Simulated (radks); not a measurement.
# Valence configurations of Au⁺

The task here is to estimate one member of a computed series from the others.

The numbers are computed with radks (a radial shooting solver on a logarithmic mesh, Libxc functionals) version 1 (scalar-relativistic Kohn-Sham, r2SCAN, spin-polarised, spherical densities, finite nucleus; open shells are filled with parallel spins first), except any that are marked as measured or tabulated.

## The system

| Property | Result |
| --- | --- |
| element | gold (Z = 79) |
| charge | +1 |
| electrons | 78 |
| configuration | [Xe] 4f14 5d10 |
| nuclear rms radius | 5.4371 fm |
| others tried | 4f13 5d10 6p1; 4f13.5 5d10 6s0.5; 4f13.5 5d9 6s0.5 6p1; 4f14 5d8.5 6s0.5 6p1; 4f14 5d9 6p1; 4f13 5d10 6s1; 4f12.5 5d9 6s1.5 6p1; 4f14 5d9 6s1; 4f14 5d8 6p2 |

Outer shells as boxes (Hund's rule):

Au⁺
```
[Xe] core
4f [↑↓][↑↓][↑↓][↑↓][↑↓][↑↓][↑↓]
5d [↑↓][↑↓][↑↓][↑↓][↑↓]
```

Set-up of the first run:

Input:

```text
Z 79
configuration [Xe] 4f14 5d10
relativity scalar-relativistic
functional r2scan,r2scan
spin polarised
nucleus finite rms 5.4371 fm
c 137.035999084
```

Among the steps run: [Xe] 4f14 5d10.

One of the session's tables, all rows but one given; the rest of the session is left out.

It belongs to the step «[Xe] 4f14 5d10». From the orbitals of this run (lengths in bohr):

| level | <r> | outermost maximum (interpolated) | 90 % within | nodes |
| --- | --- | --- | --- | --- |
| 3d | ? | ? | ? | ? |
| 4s | 0.4070 | 0.383 | 0.583 | 3 |
| 4p | 0.4332 | 0.403 | 0.628 | 2 |
| 4d | 0.4582 | 0.410 | 0.683 | 1 |
| 5s | 0.9314 | 0.849 | 1.33 | 4 |
| 4f | 0.4987 | 0.377 | 0.801 | 0 |
| 5p | 1.076 | 0.954 | 1.56 | 3 |
| 5d | 1.563 | 1.21 | 2.45 | 2 |

**Question.** Estimate the row for 3d.

As computed: <r>: 0.1677; outermost maximum (interpolated): 0.138; 90 % within: 0.260; nodes: 0. In the column «<r>» it is the lowest.
